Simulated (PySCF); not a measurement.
# C₅H₇NSe: magnetic properties

What do calculations give for the magnetic properties of C₅H₇NSe (`[H]/N=C\C(=C)[Se]C=C`)?

Programs: PySCF 2.14.0, with routines of our own; each step states its level. All values are computed. Atoms count from 0.

### 1 The system as given

14 atoms, charge 0, multiplicity 1; geometry from: GFN2-xTB.

### 2 Magnetic properties: GIAO B97-2/pcSseg-1

Job settings and geometry (Å):

```
{"job": {"kind": "mag", "xc": "B97-2", "basis": "pcSseg-1", "isotopologues": 2}, "charge": 0, "multiplicity": 1}
C      3.084853    -0.196815     0.395225
C      1.784229    -0.079860     0.188747
Se     0.709616     1.270141     0.998089
C     -1.015464     0.547244     0.540318
C     -2.051916     1.359179     0.331615
C     -1.132684    -0.918010     0.533643
N     -1.918989    -1.617986    -0.149964
H      3.663664    -0.954710    -0.105319
H      3.617318     0.458934     1.064460
H      1.239307    -0.726293    -0.486066
H     -1.950601     2.430847     0.367489
H     -3.043477     0.971651     0.155666
H     -0.458469    -1.449783     1.202751
H     -2.528065    -1.095011    -0.778793
```

Level: GIAO B97-2/pcSseg-1 magnetisability, rotational g tensor and spin-rotation constants, non-relativistic, gas phase.

Command:

```bash
> OMP_NUM_THREADS=1 python excited_run.py task.json out
```

The driver reads the jobs from task.json and runs them one after another.

Output:

```text
coarse grid: 55656 points
cycle   1  E = -2651.1691468869  dE = -1.387e-01  |g| = 7.373e-01  |ddm| = 3.701e+00
cycle   2  E = -2651.0941576822  dE =  7.499e-02  |g| = 8.044e-01  |ddm| = 1.136e+00
cycle   3  E = -2651.2034329331  dE = -1.093e-01  |g| = 3.170e-01  |ddm| = 9.838e-01
cycle   4  E = -2651.2263189104  dE = -2.289e-02  |g| = 7.892e-02  |ddm| = 3.221e-01
cycle   5  E = -2651.2276237824  dE = -1.305e-03  |g| = 1.819e-02  |ddm| = 8.992e-02
cycle   6  E = -2651.2277185173  dE = -9.473e-05  |g| = 3.970e-03  |ddm| = 2.811e-02
cycle   7  E = -2651.2277212313  dE = -2.714e-06  |g| = 2.228e-03  |ddm| = 4.878e-03
final grid: 117712 points
cycle   8  E = -2651.2277234694  dE =  3.001e-06  |g| = 4.047e-03  |ddm| = 6.044e-03
cycle   9  E = -2651.2277127311  dE =  1.074e-05  |g| = 7.563e-03  |ddm| = 1.042e-02
cycle  10  E = -2651.2277278669  dE = -1.514e-05  |g| = 3.452e-04  |ddm| = 6.702e-03
cycle  11  E = -2651.2277279015  dE = -3.463e-08  |g| = 6.123e-05  |ddm| = 4.180e-04
cycle  12  E = -2651.2277279020  dE = -4.516e-10  |g| = 1.609e-05  |ddm| = 4.956e-05
converged SCF energy = -2651.2277279020

Magnetisability tensor (1e-30 J/T^2)
    -1143.54       21.89      178.97
       21.89    -1055.82       85.81
      178.97       85.81    -1226.68
isotropic -1142.02   principal values   -1378.13  -1097.17   -950.75
isotropic susceptibility -68.774 1e-6 cm^3/mol

Inertial axes            a          b          c
rot. const./GHz      2.8712     1.2947     0.9245
chi total           -64.772    -64.606    -76.944
chi diamagnetic    -513.622  -1009.468  -1366.531
chi paramagnetic    448.851    944.862   1289.588
quadrupole/D A        4.253     -1.240     -3.013
g nuclear            0.5579     0.5552     0.5520
g electronic        -0.6054    -0.5747    -0.5601
g total             -0.0475    -0.0196    -0.0082

Spin-rotation constants (kHz, H = +C I.J)
atom  isotope        aa         bb         cc
  6    14N        0.574      0.202      0.175
  7     1H       -0.262      0.092     -0.093
  8     1H        0.006     -0.051     -0.083
  9     1H        0.022     -0.043     -0.081
 10     1H       -0.236      0.078     -0.099
 11     1H        0.257     -0.120     -0.109
 12     1H       -0.105     -0.065      0.006
 13     1H        0.003     -0.091      0.034
  0    13C*       0.836      0.542      0.163
  1    13C*       0.982      0.566      0.198
  2   77Se*       5.100      2.980      1.783
  3    13C*       1.338      0.509      0.170
  4    13C*       1.134      0.449      0.137
  5    13C*       0.942      0.536      0.339
* in the singly substituted isotopologue

Isotopologues: g along a, b, c
2H    at 7,8,9,10,11,12    -0.0423    -0.0174    -0.0072
13C   at 0                 -0.0469    -0.0192    -0.0080
```

It took 29 s on 1 thread of Arm Neoverse V1, shared host; peak memory 0.96 GiB.

Key values:

```
              quantity                      value
       magnetisability           -1142·10⁻³⁰ J/T²
  molar susceptibility         -68.8·10⁻⁶ cm³/mol
rotational g (a, b, c)  -0.0475, -0.0196, -0.0082
```

### 3 Magnetic properties: GIAO mPW1PW91/ANO-RCC-VDZP, grid 1

The job, as its differences from that of step 2:

```diff
@@ -1,2 +1,2 @@
-{"job": {"kind": "mag", "xc": "B97-2", "basis": "pcSseg-1", "isotopologues": 2}, "charge": 0, "multiplicity": 1}
+{"job": {"kind": "mag", "xc": "mPW1PW91", "basis": "ANO-RCC-VDZP", "grid": 1}, "charge": 0, "multiplicity": 1}
 C      3.084853    -0.196815     0.395225
```

Level: GIAO mPW1PW91/ANO-RCC-VDZP magnetisability, rotational g tensor and spin-rotation constants, non-relativistic, gas phase.

ANO-RCC is contracted for a relativistic Hamiltonian, so without one its core functions misfit and properties at heavier nuclei are off.

Output:

```text
final grid: 55656 points
cycle   1  E = -2632.5670365973  dE =  8.692e-01  |g| = 4.865e-01  |ddm| = 5.389e+00
cycle   2  E = -2632.4948988321  dE =  7.214e-02  |g| = 7.306e-01  |ddm| = 1.185e+00
cycle   3  E = -2632.6189486271  dE = -1.240e-01  |g| = 1.455e-01  |ddm| = 8.215e-01
cycle   4  E = -2632.6239808872  dE = -5.032e-03  |g| = 4.051e-02  |ddm| = 1.804e-01
cycle   5  E = -2632.6243958439  dE = -4.150e-04  |g| = 1.204e-02  |ddm| = 5.780e-02
cycle   6  E = -2632.6244410131  dE = -4.517e-05  |g| = 2.786e-03  |ddm| = 1.799e-02
cycle   7  E = -2632.6244423741  dE = -1.361e-06  |g| = 1.535e-03  |ddm| = 4.168e-03
cycle   8  E = -2632.6244429739  dE = -5.999e-07  |g| = 2.107e-04  |ddm| = 1.699e-03
cycle   9  E = -2632.6244429852  dE = -1.130e-08  |g| = 8.886e-05  |ddm| = 3.442e-04
cycle  10  E = -2632.6244429869  dE = -1.695e-09  |g| = 3.850e-05  |ddm| = 1.252e-04
cycle  11  E = -2632.6244429873  dE = -3.483e-10  |g| = 8.495e-06  |ddm| = 4.230e-05
converged SCF energy = -2632.6244429873

Magnetisability tensor (1e-30 J/T^2)
    -1135.64       29.81      180.45
       29.81    -1040.86       69.41
      180.45       69.41    -1203.23
isotropic -1126.58   principal values   -1356.91  -1083.05   -939.78
isotropic susceptibility -67.844 1e-6 cm^3/mol

Inertial axes            a          b          c
rot. const./GHz      2.8712     1.2947     0.9245
chi total           -64.058    -64.463    -75.011
chi diamagnetic    -512.696  -1008.466  -1365.513
chi paramagnetic    448.638    944.003   1290.501
quadrupole/D A        4.349     -1.273     -3.075
g nuclear            0.5579     0.5552     0.5520
g electronic        -0.6052    -0.5742    -0.5605
g total             -0.0472    -0.0190    -0.0086

Spin-rotation constants (kHz, H = +C I.J)
atom  isotope        aa         bb         cc
  6    14N        0.561      0.198      0.169
  7     1H       -0.261      0.095     -0.094
  8     1H        0.012     -0.048     -0.083
  9     1H        0.029     -0.037     -0.081
 10     1H       -0.234      0.082     -0.099
 11     1H        0.267     -0.120     -0.109
 12     1H       -0.098     -0.060      0.007
 13     1H        0.016     -0.089      0.036
  0    13C*       0.822      0.527      0.155
  1    13C*       0.969      0.553      0.188
  2   77Se*       4.408      2.657      1.773
  3    13C*       1.320      0.507      0.167
  4    13C*       1.113      0.441      0.130
  5    13C*       0.935      0.529      0.332
* in the singly substituted isotopologue
```

Run time: 39 s. Hardware: 1 thread of Arm Neoverse V1, shared host; peak memory 0.74 GiB.

From this job:

```
              quantity                      value
       magnetisability           -1127·10⁻³⁰ J/T²
  molar susceptibility         -67.8·10⁻⁶ cm³/mol
rotational g (a, b, c)  -0.0472, -0.0190, -0.0086
```

### 4 The levels compared

```
                             level  ξ (10⁻³⁰ J/T²)     g(a)     g(b)  gap (eV)  functions  time
               GIAO B97-2/pcSseg-1           -1142  -0.0475  -0.0196      4.39        178  29 s
GIAO mPW1PW91/ANO-RCC-VDZP, grid 1           -1127  -0.0472  -0.0190      4.74        146  39 s
```

### 5 What came out

| quantity | value |
| --- | --- |
| magnetisability (step 2, GIAO B97-2/pcSseg-1) | -1142·10⁻³⁰ J/T² |
| molar susceptibility (step 2, GIAO B97-2/pcSseg-1) | -68.8·10⁻⁶ cm³/mol |
| rotational g (a, b, c) (step 2, GIAO B97-2/pcSseg-1) | -0.0475, -0.0196, -0.0082 |
| magnetisability over the levels | -1142 to -1127·10⁻³⁰ J/T² |

In words: Steps that list no spin-orbit terms leave them out, which matters at and beside the heavy atoms. The magnetisability spreads by 1.4 % over 2 levels, from GIAO B97-2/pcSseg-1 (29 s) to GIAO mPW1PW91/ANO-RCC-VDZP, grid 1 (39 s); the runs took 29 s to 39 s. Two levels can agree by chance, so this spread shows no convergence. Vibrational averaging and real surroundings are missing from these values.
